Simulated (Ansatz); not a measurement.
# Cl₂F₂H₂Si₂: up Jacob's ladder to CCSD(T)

Aim: compute Cl₂F₂H₂Si₂ with functionals from several rungs and with coupled cluster. The yardstick is the atomisation energy at the CCSD(T) limit.

Method: functionals in def2-TZVPP, the program's frozen cores in correlated methods; program: Ansatz 0.2.0, Gaussian basis.

The runs, in order: LDA (SPW92), PBE-D4, revPBE-D4, BLYP-D4, r2SCAN-D4, B97M-V, PBE0-D4, B3LYP-D4, r2SCANh-D4, r2SCAN0-D4, HSE06-D4, BHLYP-D4, CAM-B3LYP-D4, LC-ωPBE, ωB97X-V, ωB97M-V, B2PLYP, PBE-QIDH; CCSD(T)/def2-SVP; CCSD(T)/def2-TZVPP; MP2/def2-QZVPP; extrapolation to the limit; RPA on PBE.

**1. The relaxed structure**

The geometry comes from an earlier relaxation with PBE0-D4 in a triple-zeta def2 set; it is a stationary point, not always the lowest conformer.

SMILES `F[SiH2][Si](F)(Cl)Cl`, 8 atoms, charge 0, spin multiplicity 1.

Atoms are counted from 1 here; the program's logs count them from 0.

Bond lengths: F1–Si2 1.600 Å, Si2–Si3 2.345 Å, Si2–H7 1.483 Å, Si2–H8 1.483 Å, Si3–F4 1.589 Å, Si3–Cl5 2.034 Å, Si3–Cl6 2.034 Å. Angles: F1–Si2–Si3 108.0°, F1–Si2–H7 108.8°, F1–Si2–H8 108.8°, Si3–Si2–H7 110.2°, Si3–Si2–H8 110.2°, H7–Si2–H8 110.8°, Si2–Si3–F4 109.2°, Si2–Si3–Cl5 111.6°, Si2–Si3–Cl6 111.6°, F4–Si3–Cl5 107.6°, F4–Si3–Cl6 107.6°, Cl5–Si3–Cl6 109.2°.

**2. LDA**

This LDA is Slater exchange with PW92 correlation.

Contents of in.yaml:

```yaml
crystal:
  periodic: [false, false, false]
  atoms:
    - {symbol: F, position_ang: [-2.041468, -0.760840, -0.583232]}
    - {symbol: Si, position_ang: [-0.786076, -0.858240, 0.403325]}
    - {symbol: Si, position_ang: [0.800402, 0.723966, -0.287096]}
    - {symbol: F, position_ang: [2.062603, 0.651244, 0.675972]}
    - {symbol: Cl, position_ang: [1.449663, 0.355473, -2.179278]}
    - {symbol: Cl, position_ang: [0.061073, 2.616421, -0.188660]}
    - {symbol: H, position_ang: [-1.237908, -0.560524, 1.783934]}
    - {symbol: H, position_ang: [-0.215889, -2.224501, 0.319135]}
basis:
  gaussian: {orbitals: def2-TZVPP}
hamiltonian: {xc: lda}
output: {orbitals: {seedname: orbitals}}
```

On the command line:

```
$ ansatz run in.yaml --threads 4 --pin off --events-out ev --progress --plain --max-ram 10444MiB
```

After this run come: PBE-D4 (GGA); revPBE-D4 (GGA); BLYP-D4 (GGA); r2SCAN-D4 (meta-GGA); B97M-V (meta-GGA); B3LYP-D4 (hybrid); r2SCANh-D4 (hybrid); r2SCAN0-D4 (hybrid); HSE06-D4 (hybrid); BHLYP-D4 (hybrid); CAM-B3LYP-D4 (range-separated); LC-ωPBE (range-separated); ωB97X-V (range-separated); ωB97M-V (range-separated); B2PLYP (double hybrid); PBE-QIDH (double hybrid); CCSD(T) in def2-SVP; CCSD(T) in def2-TZVPP; MP2 in def2-QZVPP; RPA on PBE orbitals.

**Question.** What will the summary of the whole plan be? Wanted: atomisation energy, CCSD(T)/CBS; farthest beyond LDA; mean size of error, GGA; mean size of error, meta-GGA; mean size of error, hybrid; mean size of error, range-separated; mean size of error, double hybrid; gap, smallest and largest; T1 diagnostic.

The runs gave:

| quantity | value |
| --- | --- |
| atomisation energy, CCSD(T)/CBS | 683.3 kcal/mol |
| functionals within 3.4 kcal/mol (0.5 %) | PBE-D4, r2SCAN-D4, B97M-V, ωB97X-V, ωB97M-V |
| farthest beyond LDA | BHLYP-D4 (-28.7 kcal/mol) |
| mean size of error, GGA | 10.4 kcal/mol |
| mean size of error, meta-GGA | 1.5 kcal/mol |
| mean size of error, hybrid | 13.5 kcal/mol |
| mean size of error, range-separated | 5.0 kcal/mol |
| mean size of error, double hybrid | 12.8 kcal/mol |
| gap, smallest and largest | 5.14 eV (LDA (SPW92)), 12.23 eV (LC-ωPBE) |
| T1 diagnostic | 0.0113 |
| triples share of the correlation energy | 3.5 % |

**Reading.** LDA overbinds by 89.5 kcal/mol (13 %). PBE-D4 misses by +1.6 kcal/mol. Double hybrids carry the basis error of their MP2 part in triple zeta, and no dispersion term here, so their miss is partly the set-up's. By mean error the best rung here is meta-GGA (1.5 kcal/mol) and the worst beyond LDA is hybrid (13.5 kcal/mol). double hybrid functionals lie within the reference's doubt of that worst mean (12.8 kcal/mol), so those two tie. The mean of the hybrids holds BHLYP, with half exact exchange. Misses under about 3.4 kcal/mol are within the doubt on the reference itself, which lacks core-valence correlation, relativity and higher excitations. Hartree-Fock recovers 75 % of the binding; the rest is correlation. CCSD(T) in def2-SVP is off by -69.8 kcal/mol, which most functionals beat. The gap grows from 5.1 to 12.2 eV across the functionals, mostly with the share of exact exchange.
